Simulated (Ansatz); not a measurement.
# CH₃AlClFSSi: a ladder of functionals and wavefunction methods

One table from this session's results is given with a row withheld; the runs are named, their logs left out.

Method: functionals in def2-TZVPP, the program's frozen cores in correlated methods; program: Ansatz 0.2.0, Gaussian basis.

Levels to be run: LDA (SPW92), PBE-D4, revPBE-D4, BLYP-D4, r2SCAN-D4, B97M-V, PBE0-D4, B3LYP-D4, r2SCANh-D4, r2SCAN0-D4, HSE06-D4, BHLYP-D4, CAM-B3LYP-D4, LC-ωPBE, ωB97X-V, ωB97M-V, B2PLYP, PBE-QIDH; CCSD(T)/def2-SVP; CCSD(T)/def2-TZVPP; MP2/def2-QZVPP; extrapolation to the limit; RPA on PBE.

## Structure used throughout

All runs share one geometry, relaxed beforehand with PBE0-D4 in a triple-zeta def2 set.

SMILES `F[SiH]1C[S][Al]1[Cl]`, 9 atoms, charge 0, spin multiplicity 1.

Atoms are counted from 1 here; the program's logs count them from 0.

Bond lengths: F1–Si2 1.605 Å, Si2–C3 1.901 Å, Si2–Al5 2.401 Å, Si2–H7 1.489 Å, C3–S4 1.841 Å, C3–H8 1.092 Å, C3–H9 1.091 Å, S4–Al5 2.190 Å, Al5–Cl6 2.086 Å. Angles: F1–Si2–C3 113.3°, F1–Si2–Al5 126.5°, F1–Si2–H7 106.6°, C3–Si2–Al5 81.9°, C3–Si2–H7 109.8°, Al5–Si2–H7 115.9°, Si2–C3–S4 104.8°, Si2–C3–H8 112.8°, Si2–C3–H9 112.5°, S4–C3–H8 108.2°, S4–C3–H9 109.3°, H8–C3–H9 109.0°, C3–S4–Al5 89.3°, Si2–Al5–S4 80.3°, Si2–Al5–Cl6 151.0°, S4–Al5–Cl6 128.6°.

Coordinates:

```xyz
9

F     0.99162   -1.74400   -1.44533
Si    0.84758   -0.40585   -0.57176
C    -0.12384   -0.66156    1.04165
S    -1.11971    0.87468    1.23861
Al   -0.78133    1.33126   -0.87653
Cl   -1.68738    2.79517   -2.05365
H     2.23117    0.04827   -0.25960
H     0.52378   -0.76313    1.91473
H    -0.79340   -1.52104    0.99477
```

Set-up of the first run:

Contents of in.yaml:

```yaml
crystal:
  periodic: [false, false, false]
  atoms:
    - {symbol: F, position_ang: [0.991621, -1.743998, -1.445328]}
    - {symbol: Si, position_ang: [0.847576, -0.405853, -0.571761]}
    - {symbol: C, position_ang: [-0.123835, -0.661563, 1.041655]}
    - {symbol: S, position_ang: [-1.119707, 0.874676, 1.238610]}
    - {symbol: Al, position_ang: [-0.781334, 1.331265, -0.876526]}
    - {symbol: Cl, position_ang: [-1.687376, 2.795170, -2.053646]}
    - {symbol: H, position_ang: [2.231174, 0.048273, -0.259600]}
    - {symbol: H, position_ang: [0.523778, -0.763131, 1.914728]}
    - {symbol: H, position_ang: [-0.793397, -1.521039, 0.994768]}
basis:
  gaussian: {orbitals: def2-TZVPP}
hamiltonian: {xc: lda}
output: {orbitals: {seedname: orbitals}}
```

Among the steps run: LDA; PBE-D4 (GGA); revPBE-D4 (GGA); BLYP-D4 (GGA); r2SCAN-D4 (meta-GGA); B97M-V (meta-GGA); PBE0-D4 (hybrid); B3LYP-D4 (hybrid); r2SCANh-D4 (hybrid); r2SCAN0-D4 (hybrid); HSE06-D4 (hybrid); BHLYP-D4 (hybrid); CAM-B3LYP-D4 (range-separated); LC-ωPBE (range-separated); ωB97X-V (range-separated); ωB97M-V (range-separated); B2PLYP (double hybrid); PBE-QIDH (double hybrid).

One table of the session follows, with a row left open; its other results are not shown here.

It belongs to the step «Orbital energies across the functionals». 

```
  functional  HOMO (eV)  LUMO (eV)  gap (eV)
 LDA (SPW92)      -6.46      -2.86      3.60
      PBE-D4      -6.33      -2.64      3.69
   revPBE-D4      -6.27      -2.55      3.73
     BLYP-D4      -6.15      -2.45      3.70
   r2SCAN-D4      -6.57      -2.48      4.08
      B97M-V      -6.60      -2.55      4.06
     PBE0-D4      -7.44      -1.92      5.52
    B3LYP-D4      -7.21      -2.05      5.16
  r2SCANh-D4      -6.98      -2.22      4.75
  r2SCAN0-D4      -7.59      -1.84      5.76
    HSE06-D4      -7.05      -2.29      4.75
    BHLYP-D4      -8.42      -1.08      7.35
CAM-B3LYP-D4          ?          ?         ?
     LC-ωPBE      -9.99       0.09     10.08
     ωB97X-V      -9.67       0.01      9.68
     ωB97M-V      -9.46      -0.18      9.27
```

Q: Estimate the row for CAM-B3LYP-D4 from the others.

As computed: HOMO (eV): -8.69; LUMO (eV): -0.90; gap (eV): 7.78. In the column «HOMO (eV)» it lies between ωB97M-V (-9.46) and BHLYP-D4 (-8.42).
